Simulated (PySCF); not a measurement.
# AlH5O4Si2 ((OH)1Al(OSiH2)2O): the cost of one run

The runs use PySCF 2.14.0, with density-fitted response routines of our own; the level of theory stands in each step. All values are computed, except where a source is named. Atoms count from 0, in the outputs and in this text.

## (1) Starting geometry

12 atoms, charge 0, multiplicity 1; geometry from: GFN2-xTB. The atoms were then displaced at random by about 0.03 Å, so the start is not that level's minimum.

Bonds of the start (Å): Al0–O1 1.65, Al0–O2 1.58, Al0–O6 1.72, O1–H7 0.92, O2–Si3 1.74, Si3–O4 1.69, Si3–H8 1.37, Si3–H9 1.43, O4–Si5 1.62, Si5–O6 1.62, Si5–H10 1.43, Si5–H11 1.45.

## (2) Geometry optimisation at PBE0-D3(BJ)/def2-SVP

The job: settings as JSON, then the geometry in Å.

```
{"job": {"xc": "PBE0", "basis": "def2-SVP", "d3": "d3bj", "grid": 1, "maxiter": 40, "shake": 0.03, "kind": "geom"}, "charge": 0, "multiplicity": 1}
Al    -0.903790    -0.572010     1.095670
O     -2.032730    -1.022440     2.217640
O      0.621820    -0.173260     1.236750
Si     1.870070     0.369870     0.157260
O      1.042500     0.545950    -1.307220
Si    -0.491310     0.343230    -1.775890
O     -1.361120    -0.203360    -0.518840
H     -2.125930    -1.243560     3.107370
H      2.755380    -0.676820     0.067360
H      2.206160     1.669650     0.643160
H     -1.032480     1.619970    -2.136770
H     -0.433120    -0.739970    -2.735490
```

The run is started by

```bash
> OMP_NUM_THREADS=1 python probes_run.py task.json out
```

This one command runs all jobs of the session in turn.

**Question.** How long does this first job take on 1 thread of Arm Neoverse V1, shared host, and how much memory does it need?

About 1.7 min, with a peak of 0.51 GiB.
